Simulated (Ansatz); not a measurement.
# CHBF2O: a ladder of functionals and wavefunction methods

The task here is to estimate one member of a computed series from the others.

The runs use Ansatz 0.2.0, Gaussian basis; functionals in def2-TZVPP, the program's frozen cores in correlated methods.

The runs, in order: LDA (SPW92), PBE-D4, revPBE-D4, BLYP-D4, r2SCAN-D4, B97M-V, PBE0-D4, B3LYP-D4, r2SCANh-D4, r2SCAN0-D4, HSE06-D4, BHLYP-D4, CAM-B3LYP-D4, LC-ωPBE, ωB97X-V, ωB97M-V, B2PLYP, PBE-QIDH; CCSD(T)/def2-SVP; CCSD(T)/def2-TZVPP; MP2/def2-QZVPP; extrapolation to the limit; RPA on PBE.

### Structure used throughout

An earlier PBE0-D4 in a triple-zeta def2 set relaxation fixed the geometry.

SMILES `O=CB(F)F`, 6 atoms, charge 0, spin multiplicity 1.

Atoms are counted from 1 here; the program's logs count them from 0.

Bond lengths: O1–C2 1.205 Å, C2–B3 1.607 Å, C2–H6 1.113 Å, B3–F4 1.307 Å, B3–F5 1.314 Å. Angles: O1–C2–B3 121.7°, O1–C2–H6 120.2°, B3–C2–H6 118.2°, C2–B3–F4 121.2°, C2–B3–F5 119.8°, F4–B3–F5 119.1°.

Set-up of the first run:

File in.yaml:

```yaml
crystal:
  periodic: [false, false, false]
  atoms:
    - {symbol: O, position_ang: [-0.202463, -0.978985, 1.477662]}
    - {symbol: C, position_ang: [-0.006322, 0.013417, 0.823613]}
    - {symbol: B, position_ang: [0.020507, -0.026357, -0.782401]}
    - {symbol: F, position_ang: [-0.174752, -1.141813, -1.434295]}
    - {symbol: F, position_ang: [0.242339, 1.078745, -1.458659]}
    - {symbol: H, position_ang: [0.162792, 0.990993, 1.327781]}
basis:
  gaussian: {orbitals: def2-TZVPP}
hamiltonian: {xc: lda}
output: {orbitals: {seedname: orbitals}}
```

Started as:

```console
ansatz run in.yaml --threads 2 --pin off --events-out ev --progress --plain --max-ram 4352MiB
```

Among the steps run: LDA; PBE-D4 (GGA); revPBE-D4 (GGA); BLYP-D4 (GGA); r2SCAN-D4 (meta-GGA); B97M-V (meta-GGA); B3LYP-D4 (hybrid); r2SCANh-D4 (hybrid); r2SCAN0-D4 (hybrid); HSE06-D4 (hybrid); BHLYP-D4 (hybrid); CAM-B3LYP-D4 (range-separated); LC-ωPBE (range-separated); ωB97X-V (range-separated); ωB97M-V (range-separated); B2PLYP (double hybrid); PBE-QIDH (double hybrid).

One table of the session follows, with a row left open; its other results are not shown here.

It belongs to the step «Orbital energies across the functionals». 

```
  functional  HOMO (eV)  LUMO (eV)  gap (eV)
 LDA (SPW92)      -6.34      -4.16      2.17
      PBE-D4      -6.19      -3.85      2.34
   revPBE-D4      -6.12      -3.74      2.39
     BLYP-D4      -6.14      -3.73      2.41
   r2SCAN-D4      -6.52      -3.70      2.83
      B97M-V      -6.69      -3.60      3.09
     PBE0-D4      -7.86      -2.78      5.08
    B3LYP-D4      -7.64      -3.05      4.59
  r2SCANh-D4      -7.15      -3.29      3.86
  r2SCAN0-D4          ?          ?         ?
    HSE06-D4      -7.45      -3.17      4.28
    BHLYP-D4      -9.52      -1.63      7.89
CAM-B3LYP-D4      -9.37      -1.58      7.79
     LC-ωPBE     -10.64      -0.26     10.37
     ωB97X-V     -10.33      -0.35      9.98
     ωB97M-V     -10.25      -0.45      9.80
```

**Question.** Estimate the row for r2SCAN0-D4.

Worked estimate for «HOMO (eV)». Against the share of exact exchange, r2SCAN-D4 (0, -6.52), r2SCANh-D4 (0.1, -7.15) give a slope of -6.30 per unit share; at 0.25 the line stands at -8.09.

The run gave: HOMO (eV): -8.10; LUMO (eV): -2.69; gap (eV): 5.41. In «HOMO (eV)» the line misses by +0.01.
